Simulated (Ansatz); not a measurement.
# Si: the cost of one run

Method: DFT LDA, scalar-relativistic, plane waves, PAW, in Ansatz 0.2.0.

The COD entry's cell or inner coordinates are ideal or old and differ from later refinements, so a difference from it is no clean test against experiment.

**1. Starting point**

The structure is cubic, space group Fd-3m (No. 227). Conventional cell: a = 5.427 Å, b = 5.427 Å, c = 5.427 Å, α = 90.00°, β = 90.00°, γ = 90.00°. Si (site symmetry -43m) is surrounded by 4 Si at 2.35 Å.

As a file:

```cif
data_structure
_symmetry_space_group_name_H-M 'Fd-3m:1'
_symmetry_Int_Tables_number 227
_cell_length_a 5.4271
_cell_length_b 5.4271
_cell_length_c 5.4271
_cell_angle_alpha 90.000
_cell_angle_beta 90.000
_cell_angle_gamma 90.000
_cell_volume 159.85
loop_
_atom_site_label
_atom_site_type_symbol
_atom_site_symmetry_multiplicity
_atom_site_Wyckoff_symbol
_atom_site_fract_x
_atom_site_fract_y
_atom_site_fract_z
_atom_site_occupancy
Si1 Si 8 a 0.25000 0.25000 0.25000 1
```

The structure rests on an entry of the Crystallography Open Database; cell or positions may have been set otherwise for this series.

**2. Relaxing cell and atoms: Si, no spin**

Contents of input.yaml:

```yaml
crystal:
  lattice:
    - [0.0, 2.71356, 2.71356]
    - [2.71356, 0.0, 2.71356]
    - [2.71356, 2.71356, 0.0]
  atoms:
    - { symbol: Si, position: [0.75, 0.75, 0.75] }
    - { symbol: Si, position: [0.5, 0.5, 0.5] }
scf:
  occupations: { method: gaussian, width: 0.02 }
output:
  forces: true
  stress: true
  eigenvalues: true
  efg: {}
  write_density: true
  write_potential: true
  elf: true
  volumetric_format: npy
kpoints:
  mp_grid: { grid: [14, 14, 14] }
hamiltonian:
  xc: lda
relax:
  f_tol: 0.01
  adjacent_minimum: "off"
  cell: { stress_tol: 0.05 }
```

Launch:

```console
$ ansatz run input.yaml --threads 8 --pin off --max-ram 40960MiB --backend cpu --events-out ev --progress --plain --runs-dir out
```

**Question.** How long does this run take on 8 threads of Intel Xeon 6975P-C (Granite Rapids), shared host, and how much memory does it need?

About 1 s, with a peak of 0.41 GiB.
